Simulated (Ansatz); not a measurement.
# WSe2: the cost of one run

Computed with Ansatz 0.2.0 (DFT LDA, frozen-core PAW and all-electron LAPW, scalar-relativistic unless said, unless a step's input says otherwise).

1 further run of the same task is left out (it didn't finish).

## (1) The starting structure

It takes space group P6_3/mmc (No. 194, hexagonal). Conventional cell: a = 3.290 Å, b = 3.290 Å, c = 12.970 Å, α = 90.00°, β = 90.00°, γ = 120.00°. W (site symmetry -6m2) is surrounded by 6 Se at 2.53 Å. Se (site symmetry 3m) is surrounded by 3 W at 2.53 Å.

Structure file:

```cif
data_structure
_symmetry_space_group_name_H-M 'P6_3/mmc'
_symmetry_Int_Tables_number 194
_cell_length_a 3.2900
_cell_length_b 3.2900
_cell_length_c 12.9700
_cell_angle_alpha 90.000
_cell_angle_beta 90.000
_cell_angle_gamma 120.000
_cell_volume 121.58
loop_
_atom_site_label
_atom_site_type_symbol
_atom_site_symmetry_multiplicity
_atom_site_Wyckoff_symbol
_atom_site_fract_x
_atom_site_fract_y
_atom_site_fract_z
_atom_site_occupancy
W1 W 2 c 0.33333 0.66667 0.25000 1
Se1 Se 4 f 0.33333 0.66667 0.62100 1
```

Cartesian axes are those of the input's lattice vectors. The structure goes back to a database entry.

## (2) Cell and atoms relaxed, PAW

The input, input.yaml:

```yaml
crystal:
  lattice:
    - [3.29000000002, 0.0, 0.0]
    - [-1.64500000001, 2.84922357847, 0.0]
    - [0.0, 0.0, 12.97]
  atoms:
    - { symbol: W, position: [0.333333333333, 0.666666666667, 0.25] }
    - { symbol: W, position: [0.666666666667, 0.333333333333, 0.75] }
    - { symbol: Se, position: [0.333333333333, 0.666666666667, 0.621] }
    - { symbol: Se, position: [0.666666666667, 0.333333333333, 0.121] }
    - { symbol: Se, position: [0.333333333333, 0.666666666667, 0.879] }
    - { symbol: Se, position: [0.666666666667, 0.333333333333, 0.379] }
kpoints:
  mp_grid: { grid: [10, 10, 4] }
scf:
  occupations: { method: fermi_dirac, width: 0.1 }
hamiltonian:
  xc: lda
  pseudopotentials: { kind: paw }
relax:
  f_tol: 0.002
  max_steps: 80
  cell: {}
output:
  forces: true
  stress: true
```

Launch:

```bash
$ ansatz run input.yaml --threads 2 --pin off --max-ram 6144MiB --backend cpu --events-out ev --progress --plain --runs-dir out
```

Q: Estimate wall time and peak memory on 2 threads of Arm Neoverse V2, shared host.

About 37 s, with a peak of 0.53 GiB.
